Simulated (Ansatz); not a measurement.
# FH4O2Si2 radical: small, medium and large basis sets

The task here is to estimate one member of a computed series from the others.

Computed with Ansatz 0.2.0, Gaussian basis. Level: one geometry, several basis sets.

The runs, in order: PBE0-D4/def2-SVP; ωB97M-V/def2-SVP; PBE0-D4/def2-QZVPP; ωB97M-V/def2-QZVPP; CCSD(T)/cc-pV(D+d)Z; CCSD(T)/cc-pV(T+d)Z; MP2/cc-pV(Q+d)Z; the functionals' def2-TZVPP values are taken from earlier runs.

**Structure used throughout**

The geometry comes from an earlier relaxation with PBE0-D4 in a triple-zeta def2 set; it is a stationary point, not always the lowest conformer.

SMILES `O[Si](O)(F)[SiH2]`, 9 atoms, charge 0, spin multiplicity 2.

Atoms are counted from 1 here; the program's logs count them from 0.

Bond lengths: O1–Si2 1.635 Å, O1–H6 0.959 Å, Si2–O3 1.624 Å, Si2–F4 1.599 Å, Si2–Si5 2.318 Å, O3–H7 0.960 Å, Si5–H8 1.486 Å, Si5–H9 1.486 Å. Angles: Si2–O1–H6 118.2°, O1–Si2–O3 106.8°, O1–Si2–F4 108.0°, O1–Si2–Si5 113.6°, O3–Si2–F4 110.6°, O3–Si2–Si5 111.4°, F4–Si2–Si5 106.3°, Si2–O3–H7 118.0°, Si2–Si5–H8 115.4°, Si2–Si5–H9 114.7°, H8–Si5–H9 111.2°.

As a file:

```
O    -0.2183    1.7401   -0.5028
Si    0.0005    0.1198   -0.5201
O     1.5685   -0.1396   -0.8556
F    -0.9296   -0.4916   -1.6686
Si   -0.6279   -0.9235    1.4525
H    -1.1160    2.0760   -0.5130
H     2.0116    0.4776   -1.4425
H    -0.7435   -2.4030    1.3821
H     0.1431   -0.5020    2.6510
```

Set-up of the first run:

in.yaml

```yaml
crystal:
  periodic: [false, false, false]
  atoms:
    - {symbol: O, position_ang: [-0.218294, 1.740091, -0.502814]}
    - {symbol: Si, position_ang: [0.000473, 0.119840, -0.520118]}
    - {symbol: O, position_ang: [1.568529, -0.139649, -0.855568]}
    - {symbol: F, position_ang: [-0.929604, -0.491636, -1.668590]}
    - {symbol: Si, position_ang: [-0.627891, -0.923519, 1.452519]}
    - {symbol: H, position_ang: [-1.115964, 2.075995, -0.512982]}
    - {symbol: H, position_ang: [2.011631, 0.477586, -1.442545]}
    - {symbol: H, position_ang: [-0.743465, -2.403009, 1.382145]}
    - {symbol: H, position_ang: [0.143084, -0.502000, 2.650954]}
basis:
  gaussian: {orbitals: def2-SVP}
magnetization: {spin_polarized: true, initial_magnetization: 1}
hamiltonian: {xc: pbe0, dispersion: d4}
output: {orbitals: {seedname: orbitals}}
```

On the command line:

```bash
ansatz run in.yaml --threads 2 --pin off --events-out ev --progress --plain --max-ram 20480MiB --backend cpu
```

Among the steps run: PBE0-D4 in def2-SVP; ωB97M-V in def2-SVP; PBE0-D4 in def2-QZVPP; ωB97M-V in def2-QZVPP.

One table of the session follows, with a row left open; its other results are not shown here.

| functional | basis | HOMO (eV) | LUMO (eV) |
| --- | --- | --- | --- |
| PBE0-D4 | def2-SVP | -6.30 | -2.66 |
| PBE0-D4 | def2-TZVPP | -6.37 | -2.75 |
| PBE0-D4 | def2-QZVPP | -6.39 | -2.78 |
| ωB97M-V | def2-SVP | -7.98 | -0.95 |
| ωB97M-V | def2-TZVPP | ? | ? |
| ωB97M-V | def2-QZVPP | -8.11 | -1.19 |

Estimate the missing values for ωB97M-V, def2-TZVPP.

The run gave: HOMO (eV): -8.08; LUMO (eV): -1.12. In the column «HOMO (eV)» it lies between ωB97M-V, def2-QZVPP (-8.11) and ωB97M-V, def2-SVP (-7.98).
